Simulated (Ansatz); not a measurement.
# K+ with H₂O₂: superposition error and deformation, part 2 of 2

Ansatz 0.2.0, Gaussian basis. Earlier steps stand in the parts before.

### Step 12. wB97X-V/def2-TZVPPD

free-b/in.yaml reads:

```yaml
crystal:
  periodic: [false, false, false]
  atoms:
    - {symbol: O, position_ang: [0.569043, -0.384305, 0.382372]}
    - {symbol: O, position_ang: [-0.583951, 0.447448, 0.276561]}
    - {symbol: H, position_ang: [0.241769, -1.081635, 0.963369]}
    - {symbol: H, position_ang: [-0.280044, 1.243819, 0.728626]}
basis:
  gaussian: {orbitals: "def2-TZVPPD.json"}
hamiltonian: {xc: {name: wB97X-V}}
```

Started as:

```bash
$ ansatz run in.yaml --threads 2 --pin off --events-out ev --progress --plain --max-ram 5222MiB
```

Log, shortened:

```text
Functional definition: wB97X-V
  name "wB97X-V"
  cite "Mardirossian & Head-Gordon, Phys. Chem. Chem. Phys. 16, 9904 (2014) doi:10.1039/C3CP54374A"
  cite "Becke, J. Chem. Phys. 107, 8554 (1997) doi:10.1063/1.475007"
  cite "Vydrov & Van Voorhis, J. Chem. Phys. 133, 244103 (2010) doi:10.1063/1.3521275"
[...]
      + integral(e_c_pw_opposite_spin*poly(b97_u_opposite, cos0, cos1)) + vv10(b, c)
486 factors; their error is unknown
156 factors; integrals over basis functions are off by at most 3.2e-5 eV
[...]
mean field -4124.33738472 eV, -151.5666033120 hartree, gradient 3.8e-5 eV, S^2 0.000000; 0 other end points of the search recorded, 0 dependent functions left out
reference -4124.33738234 eV, -151.5666032248 hartree; 9, 9 occupied and 105, 105 virtual orbitals, 486 factors
Total energy: -4124.33738234 eV, -151.5666032248 hartree
```

It took 1.4 s on 2 threads of Arm Neoverse V2, shared host.

### Step 13. wB97M-V/def2-TZVPPD

free-b/in.yaml, as its differences from that of step 12:

```diff
@@ -9,2 +9,2 @@
   gaussian: {orbitals: "def2-TZVPPD.json"}
-hamiltonian: {xc: {name: wB97X-V}}
+hamiltonian: {xc: {name: wB97M-V}}
```

Started as:

```bash
$ ansatz run in.yaml --threads 2 --pin off --events-out ev --progress --plain --max-ram 5222MiB
```

Log, shortened:

```text
[... 5 set-up lines as earlier in the session ...]
  # Of w^i u^j: cxij and so on, Table III.
[...]
  gx(w, u) = 1 - cx + cx01*u + cx10*w
  gss(w, u) = css00 + css04*u^4 + css10*w + css20*w^2 + css43*w^4*u^3
  gos(w, u) = cos00 + cos10*w + (cos20 + cos21*u)*w^2 + (cos60 + cos61*u)*w^6
[...]
      + integral(e_c_pw_mod_opposite_spin*gos(b97_w_opposite, b97_u_opposite)) + vv10(b, c)
486 factors; their error is unknown
156 factors; integrals over basis functions are off by at most 3.2e-5 eV
[...]
mean field -4124.53110058 eV, -151.5737222387 hartree, gradient 4.4e-5 eV, S^2 0.000000; 0 other end points of the search recorded, 0 dependent functions left out
reference -4124.53115873 eV, -151.5737243755 hartree; 9, 9 occupied and 105, 105 virtual orbitals, 486 factors
Total energy: -4124.53115873 eV, -151.5737243755 hartree
```

Wall time 1.6 s (2 threads of Arm Neoverse V2, shared host).

### Step 14. B2PLYP/def2-TZVPPD

free-b/in.yaml, as its differences from that of step 13:

```diff
@@ -9,2 +9,2 @@
   gaussian: {orbitals: "def2-TZVPPD.json"}
-hamiltonian: {xc: {name: wB97M-V}}
+hamiltonian: {xc: {name: B2PLYP}}
```

Started as:

```bash
$ ansatz run in.yaml --threads 2 --pin off --events-out ev --progress --plain --max-ram 5222MiB
```

Log, shortened:

```text
[... 5 set-up lines as earlier in the session ...]
[...]
681 factors; integrals over basis functions are off by at most 6.5e-4 eV
[...]
mean field -4118.77704463 eV, -151.3622645829 hartree, gradient 4.3e-6 eV, S^2 0.000000; 0 other end points of the search recorded, 0 dependent functions left out
2 core orbitals not correlated: weight in the atoms' cores, before any rotation towards them, 1.000 or more for the frozen orbitals, at most 0.000 for the correlated occupied ones
reference -4118.77718042 eV, -151.3622695729 hartree; 7, 7 occupied and 105, 105 virtual orbitals, 681 factors
second order -16.27144855 eV of doubles, -0.00000000 eV of singles
Total energy: -4123.17047152 eV, -151.5237200432 hartree
```

It took 0.9 s on 2 threads of Arm Neoverse V2, shared host.

### Step 15. BLYP-D4/def2-TZVPPD

free-b/in.yaml, as its differences from that of step 14:

```diff
@@ -9,2 +9,2 @@
   gaussian: {orbitals: "def2-TZVPPD.json"}
-hamiltonian: {xc: {name: B2PLYP}}
+hamiltonian: {xc: {name: BLYP}, dispersion: d4}
```

Started as:

```bash
$ ansatz run in.yaml --threads 2 --pin off --events-out ev --progress --plain --max-ram 5222MiB
```

Log, shortened:

```text
Functional definition: BLYP
  name "BLYP"
[... 2 set-up lines as earlier in the session ...]
  parameter beta = 0.0042
  parameter a = 0.04918
  parameter b = 0.132
  parameter c = 0.2533
  parameter d = 0.349
  exchange = b88_x(beta = beta)
  correlation = lyp_c(a = a, b = b, c = c, d = d)
486 factors; their error is unknown
mean field evaluation 1: about -4121.1860 eV, gradient 5.1e1 eV
mean field evaluation 2: about -4108.5085 eV, gradient 9.8e1 eV
mean field evaluation 4: about -4125.4043 eV, gradient 1.8e0 eV
mean field evaluation 8: about -4125.3984 eV, gradient 2.4e-2 eV
mean field -4125.39842674 eV, -151.6055958873 hartree, gradient 7.9e-5 eV, S^2 0.000000; 0 other end points of the search recorded, 0 dependent functions left out
reference -4125.39871927 eV, -151.6056066373 hartree; 9, 9 occupied and 105, 105 virtual orbitals, 486 factors
Total energy: -4125.44251078 eV, -151.6072159459 hartree
```

It took 0.55 s on 2 threads of Arm Neoverse V2, shared host.

### Step 16. revPBE-D4/def2-TZVPPD

free-b/in.yaml, as its differences from that of step 15:

```diff
@@ -9,2 +9,2 @@
   gaussian: {orbitals: "def2-TZVPPD.json"}
-hamiltonian: {xc: {name: BLYP}, dispersion: d4}
+hamiltonian: {xc: {name: revPBE}, dispersion: d4}
```

Started as:

```bash
$ ansatz run in.yaml --threads 2 --pin off --events-out ev --progress --plain --max-ram 5222MiB
```

Log, shortened:

```text
Functional definition: revPBE
  name "revPBE"
  cite "Zhang & Yang, Phys. Rev. Lett. 80, 890 (1998) doi:10.1103/PhysRevLett.80.890"
[... 1 set-up line as earlier in the session ...]
  parameter kappa = 1.245
[... 3 set-up lines as earlier in the session ...]
486 factors; their error is unknown
mean field evaluation 1: about -4121.1438 eV, gradient 4.7e1 eV
mean field evaluation 2: about -4112.0950 eV, gradient 8.4e1 eV
mean field evaluation 4: about -4124.7290 eV, gradient 1.4e0 eV
mean field evaluation 8: about -4124.7216 eV, gradient 2.4e-2 eV
mean field evaluation 16: about -4124.7216 eV, gradient 1.1e-5 eV
mean field -4124.72163683 eV, -151.5807243168 hartree, gradient 1.1e-5 eV, S^2 0.000000; 0 other end points of the search recorded, 0 dependent functions left out
reference -4124.72169689 eV, -151.5807265241 hartree; 9, 9 occupied and 105, 105 virtual orbitals, 486 factors
Total energy: -4124.80347769 eV, -151.5837319128 hartree
```

Wall time 0.45 s (2 threads of Arm Neoverse V2, shared host).

### Step 17. B97M-V/def2-TZVPPD

free-b/in.yaml, as its differences from that of step 16:

```diff
@@ -9,2 +9,2 @@
   gaussian: {orbitals: "def2-TZVPPD.json"}
-hamiltonian: {xc: {name: revPBE}, dispersion: d4}
+hamiltonian: {xc: {name: B97M-V}}
```

Started as:

```bash
$ ansatz run in.yaml --threads 2 --pin off --events-out ev --progress --plain --max-ram 5222MiB
```

Log, shortened:

```text
[... 5 set-up lines as earlier in the session ...]
  # Of w^i u^j: cxij and so on, Table III.
[...]
  gx(w, u) = cx00 + cx01*u + cx02*u^2 + (cx10 + cx11*u)*w
  gss(w, u) = css00 + css02*u^2 + css10*w + (css32*w^3 + css42*w^4)*u^2
  gos(w, u) = cos00 + cos01*u + cos03*u^3 + cos10*w + cos32*w^3*u^2
[...]
      + integral(e_c_pw_mod_opposite_spin*gos(b97_w_opposite, b97_u_opposite)) + vv10(b, c)
486 factors; their error is unknown
[...]
mean field -4124.44053742 eV, -151.5703941041 hartree, gradient 3.0e-5 eV, S^2 0.000000; 0 other end points of the search recorded, 0 dependent functions left out
reference -4124.44060795 eV, -151.5703966959 hartree; 9, 9 occupied and 105, 105 virtual orbitals, 486 factors
Total energy: -4124.44060795 eV, -151.5703966959 hartree
```

It took 1.6 s on 2 threads of Arm Neoverse V2, shared host.

### Step 18. HSE06-D4/def2-TZVPPD

free-b/in.yaml, as its differences from that of step 17:

```diff
@@ -9,2 +9,2 @@
   gaussian: {orbitals: "def2-TZVPPD.json"}
-hamiltonian: {xc: {name: B97M-V}}
+hamiltonian: {xc: hse06, dispersion: d4}
```

Started as:

```bash
$ ansatz run in.yaml --threads 2 --pin off --events-out ev --progress --plain --max-ram 5222MiB
```

Log, shortened:

```text
Functional definition: HSE06
  name "HSE06"
  cite "Heyd, Scuseria & Ernzerhof, J. Chem. Phys. 118, 8207 (2003) doi:10.1063/1.1564060"
  cite "Krukau, Vydrov, Izmaylov & Scuseria, J. Chem. Phys. 125, 224106 (2006) doi:10.1063/1.2404663"
  cite "Heyd & Scuseria, J. Chem. Phys. 120, 7274 (2004) doi:10.1063/1.1668634"
  cite "Ernzerhof & Perdew, J. Chem. Phys. 109, 3313 (1998) doi:10.1063/1.476928"
[... 2 set-up lines as earlier in the session ...]
[...]
  # The whole range is PBE's own exchange, as in plane waves. The composition of these papers is wPBEh.
[...]
486 factors; their error is unknown
47 factors; integrals over basis functions are off by at most 1.1e-5 eV
[...]
mean field -4121.26425432 eV, -151.4536678530 hartree, gradient 6.0e-5 eV, S^2 0.000000; 0 other end points of the search recorded, 0 dependent functions left out
reference -4121.26430302 eV, -151.4536696426 hartree; 9, 9 occupied and 105, 105 virtual orbitals, 486 factors
Total energy: -4121.27761039 eV, -151.4541586796 hartree
```

Run time: 0.55 s. Hardware: 2 threads of Arm Neoverse V2, shared host.

### Step 19. CCSD(T)/def2-TZVPPD

free-b/in.yaml, as its differences from that of step 18:

```diff
@@ -9,2 +9,2 @@
   gaussian: {orbitals: "def2-TZVPPD.json"}
-hamiltonian: {xc: hse06, dispersion: d4}
+correlation: {method: ccsd_t}
```

Started as:

```bash
$ ansatz run in.yaml --threads 2 --pin off --events-out ev --progress --plain --max-ram 5222MiB
```

Log, shortened:

```text
[... 4 set-up lines as earlier in the session ...]
[...]
681 factors; integrals over basis functions are off by at most 6.5e-4 eV
[...]
mean field -4104.75142068 eV, -150.8468324095 hartree, gradient 1.8e-6 eV, S^2 0.000000; 0 other end points of the search recorded, 0 dependent functions left out
2 core orbitals not correlated: weight in the atoms' cores, before any rotation towards them, 1.000 or more for the frozen orbitals, at most 0.000 for the correlated occupied ones
reference -4104.75142068 eV, -150.8468324095 hartree; 7, 7 occupied and 105, 105 virtual orbitals, 681 factors
second order -13.50774263 eV of doubles, -0.00000000 eV of singles
cycle   1  -13.32036650 eV  change    1.9e-1 eV  update   7.3e-2
[...]
cycle  12  -13.72009242 eV  change    1.5e-6 eV  update   2.7e-6
perturbative correction -0.50518650 eV, -0.0185652614 hartree
Total energy: -4118.97669959 eV, -151.3696017673 hartree
```

Run time: 1.6 s. Hardware: 2 threads of Arm Neoverse V2, shared host; peak memory 0.38 GiB.

### Step 20. The split

```csv
method,interaction with counterpoise (meV),without,superposition error,deformation,binding energy
PBE-D4,-792,-802,10,11,-781
revPBE-D4,-732,-742,9,10,-722
BLYP-D4,-773,-785,12,10,-763
r2SCAN-D4,-814,-821,7,17,-796
B97M-V,-812,-817,5,18,-794
PBE0-D4,-809,-816,7,17,-792
B3LYP-D4,-805,-815,9,15,-790
HSE06-D4,-809,-816,7,17,-791
wB97X-V,-816,-824,8,17,-800
wB97M-V,-819,-825,6,17,-802
B2PLYP,-789,-807,18,18,-770
Hartree-Fock,-758,-762,4,24,-734
MP2,-791,-834,44,22,-769
CCSD,-775,-821,46,20,-755
CCSD(T),-776,-823,48,20,-756
```

### Step 21. Summary of results

This closing draws on all 2 parts.

| quantity | value |
| --- | --- |
| interaction, CCSD(T) | -776 meV |
| superposition error | 48 meV |
| deformation | 20 meV |
| binding energy | -756 meV |

**Reading.** In this basis the superposition error is 48 meV for CCSD(T) and 8 meV on average for the plain functionals: correlated methods borrow far more, since they need many more functions to converge. Deformation takes back 3 % of the interaction.
